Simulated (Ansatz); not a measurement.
In3Se:

```
CELL_PARAMETERS angstrom
4.80376 0.00000 0.00000
0.00000 4.80376 0.00000
0.00000 0.00000 4.80376
ATOMIC_POSITIONS crystal
In 0.50000 0.50000 0.00000
In 0.50000 0.00000 0.50000
In 0.00000 0.50000 0.50000
Se 0.00000 0.00000 0.00000
```

The cell comes from a database or a generator and needn't be the stable form of this composition.

Base run:

| Item | Value |
| --- | --- |
| Program | Ansatz 0.2.0 |
| Functional | LDA |
| Potentials or basis | Ansatz PAW |
| Cutoff | 420 eV (not typed: the program's choice for these potentials) |
| k mesh | 6 × 6 × 6 |
| Occupations | fermi-dirac, width 0.05 eV |
| Spin | no spin polarisation |

Its results: band gap on the k mesh none (metal or under the smearing width); pressure -4.3 GPa.

**Question.** The run is repeated on the same cell with these changes: functional from LDA to r2SCAN; cutoff from 420 eV (not typed: the program's choice for these potentials) to 500 eV (not typed: the program's choice for these potentials). What comes out?

**Answer.** Band gap on the k mesh none (metal or under the smearing width); pressure -1.2 GPa.

Caveats: spin-orbit coupling is left out, which moves the levels of the heavy elements; the PAW data sets come from PBE, with cores solved anew for the run's functional, which leaves a small shift of forces and pressure.
